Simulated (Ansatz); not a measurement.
# AlO2: the cost of one run

Program: Ansatz 0.2.0. Level of theory: DFT PBE, scalar-relativistic, plane waves, PAW. These are calculated values, not measurements.

4 further runs of the same task are left out: 1 that didn't finish, 3 set aside as unsound or not needed.

## 1. The structure to begin with

The cell holds 21 atoms (Al7O14): a = 6.503 Å, b = 6.501 Å, c = 6.108 Å, α = 89.12°, β = 91.88°, γ = 87.00°.

It is the last frame of an earlier stage of the same melt, run at 300 K.

Its coordinates follow in the input file.

## 2. Relaxing on a coarse mesh

A cheap relaxation: coarse mesh, no symmetry, loose thresholds.

input.yaml

```yaml
crystal:
  lattice:
    - [6.499667, 0.170848, -0.104021]
    - [0.170848, 6.498163, 0.049603]
    - [-0.104021, 0.049603, 6.106686]
  atoms:
    - { symbol: Al, position: [0.7354783395, 0.2763237445, 0.6463503324] }
    - { symbol: Al, position: [0.0397511392, 0.1421751647, 0.1901193128] }
    - { symbol: Al, position: [0.5271565312, 0.7263004018, 0.8324129913] }
    - { symbol: Al, position: [0.5010553099, 0.9111520899, 0.3634204509] }
    - { symbol: Al, position: [0.2161252168, 0.0064683262, 0.7007079871] }
    - { symbol: Al, position: [0.6578642932, 0.4618654209, 0.1459633521] }
    - { symbol: Al, position: [0.126416616, 0.4655531787, 0.890507641] }
    - { symbol: O, position: [0.6317539881, 0.4564928566, 0.861391977] }
    - { symbol: O, position: [0.2508595268, 0.7093290799, 0.8307264229] }
    - { symbol: O, position: [0.5993887306, 0.1506760438, 0.2292418105] }
    - { symbol: O, position: [0.9194548711, 0.0170369765, 0.7709807123] }
    - { symbol: O, position: [0.8917172935, 0.9943937957, 0.9892265246] }
    - { symbol: O, position: [0.9833485384, 0.3804060047, 0.6749039156] }
    - { symbol: O, position: [0.96270497, 0.4191590955, 0.1273312874] }
    - { symbol: O, position: [0.5770739526, 0.6802233578, 0.5372639708] }
    - { symbol: O, position: [0.5896384707, 0.4626651103, 0.4439897474] }
    - { symbol: O, position: [0.2065044779, 0.9948602129, 0.3875434944] }
    - { symbol: O, position: [0.5087214852, 0.9977045182, 0.6694003139] }
    - { symbol: O, position: [0.2338618922, 0.1993309884, 0.9417196734] }
    - { symbol: O, position: [0.795393528, 0.1035017634, 0.3924472552] }
    - { symbol: O, position: [0.5909522649, 0.7420345114, 0.1232085889] }
  symmetry: { detect: false }
basis:
  ecutwfc: 420
kpoints:
  mp_grid: { grid: [2, 2, 2], shift: [0.5, 0.5, 0.5] }
hamiltonian:
  xc: pbe
scf:
  occupations: { method: gaussian, width: 0.1 }
  lower_state_search: "off"
output:
  forces: true
  stress: true
  eigenvalues: true
relax:
  adjacent_minimum: "off"
  f_tol: 0.04
  max_steps: 70
  cell: { stress_tol: 0.3 }
```

Command:

```
ansatz run input.yaml --threads 2 --pin off --max-ram 5120MiB --backend cpu --events-out ev --progress --plain --runs-dir out
```

What time and memory should one allow on 2 threads of AMD EPYC (Zen 3), shared host?

About 4.9 min, with a peak of 0.55 GiB.
